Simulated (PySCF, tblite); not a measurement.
# C₇H₁₃OPS: geometry, infrared bands and NMR shifts

What infrared bands and NMR shifts should C₇H₁₃OPS (`CO[C@H]1C[P@](=S)(C2CC2)C1`) show?

Computed with tblite 0.8.0 and PySCF 2.14.0, with density-fitted response routines of our own, on a single molecule in the gas phase. Atoms are numbered from 0 throughout.

### 1 The starting structure

23 atoms, charge 0, multiplicity 1; geometry from: force field or distance geometry start.

Bonds of the start (Å): C0–O1 1.41, O1–C2 1.39, C2–C3 1.52, C3–P4 1.80, P4–S5 1.71, P4–C6 1.79, C6–C7 1.52, C7–C8 1.51, P4–C9 1.79, C9–C2 1.53, C8–C6 1.51, C0–H10 1.13, C0–H11 1.09, C0–H12 1.10, C2–H13 1.12, C3–H14 1.11, C3–H15 1.14, C6–H16 1.10, C7–H17 1.09, C7–H18 1.12, C8–H19 1.09, C8–H20 1.12, C9–H21 1.08, C9–H22 1.13.

### 2 Relaxing the molecule with GFN2-xTB

Job settings and geometry (Å):

```
{"job": {"kind": "relax", "xc": "GFN2-xTB", "basis": "xTB"}, "charge": 0, "multiplicity": 1}
C      3.774400     0.256400     0.137700
O      2.485600     0.761900    -0.151600
C      1.556600    -0.274100    -0.060900
C      0.490100     0.118800     0.949700
P     -0.622900     0.465400    -0.421300
S     -0.776600     2.114700    -0.847700
C     -2.139200    -0.466100    -0.258000
C     -2.950200    -0.208600     1.001000
C     -3.477400     0.226700    -0.349300
C      0.708100    -0.312900    -1.337700
H      3.721400    -0.165400     1.181700
H      4.514400     1.057800     0.088800
H      3.999800    -0.566100    -0.550900
H      2.010800    -1.267100     0.200600
H      0.711300     0.995200     1.586700
H      0.135400    -0.754500     1.586700
H     -2.096600    -1.507700    -0.606300
H     -2.595000     0.597600     1.638100
H     -3.400300    -1.113500     1.476400
H     -3.402100     1.295000    -0.575800
H     -4.360200    -0.371000    -0.704800
H      0.550200    -1.290400    -1.778600
H      1.157400     0.434700    -2.054000
```

On the command line:

```console
$ OMP_NUM_THREADS=1 python probes_run.py task.json out
```

The driver reads the jobs from task.json and runs them one after another.

**Question.** This job is followed by: GFN2-xTB harmonic vibrations, gas phase; GIAO PBE0/pcSseg-1 NMR shielding, non-relativistic, gas phase. Predict these results of the whole session: strongest single infrared mode (GFN2-xTB); zero-point energy (GFN2-xTB); 13C shifts against TMS (PBE0/pcSseg-1, means over atoms taken as alike); 1H shifts against TMS (PBE0/pcSseg-1, means over atoms taken as alike); 17O shifts against H2O (PBE0/pcSseg-1); 31P shifts against H3PO4 (PBE0/pcSseg-1); 33S shifts against CS2 (PBE0/pcSseg-1).

The runs gave:

| quantity | value |
| --- | --- |
| strongest single infrared mode (GFN2-xTB) | 864 cm⁻¹, 107 km/mol |
| zero-point energy (GFN2-xTB) | 116.5 kcal/mol |
| 13C shifts against TMS (PBE0/pcSseg-1, means over atoms taken as alike) | 70.2, 58.5, 51.0, 14.4, 3.2 ppm |
| 1H shifts against TMS (PBE0/pcSseg-1, means over atoms taken as alike) | 3.63, 3.40, 2.97, 2.70, 0.96, 0.70, 0.62 ppm |
| 17O shifts against H2O (PBE0/pcSseg-1) | 58.3 ppm |
| 31P shifts against H3PO4 (PBE0/pcSseg-1) | 16.8 ppm |
| 33S shifts against CS2 (PBE0/pcSseg-1) | -243 ppm |

In words: The optimisation took 141 steps and gained 2.157 eV; among the close pairs (by a distance rule), P4–S5 changed most, from 1.710 to 1.932 Å. No mode is imaginary among the 63: a minimum at this level. The strongest single mode, at 864 cm⁻¹, has its largest shares on P4, C3, H15 and C9 (the list is cut at 4 atoms). GFN2-xTB is a fitted tight-binding method: band positions and strengths are rough. Its intensities can rank the bands wrongly. The most deshielded hydrogen is H13 (hydrogen on an sp3 CH bonded to O), at 3.63 ppm: its carbon carries O, which withdraws density. At PBE0/pcSseg-1: Shielding is most anisotropic at P4 (span 253 ppm, paramagnetic term -662 ppm).
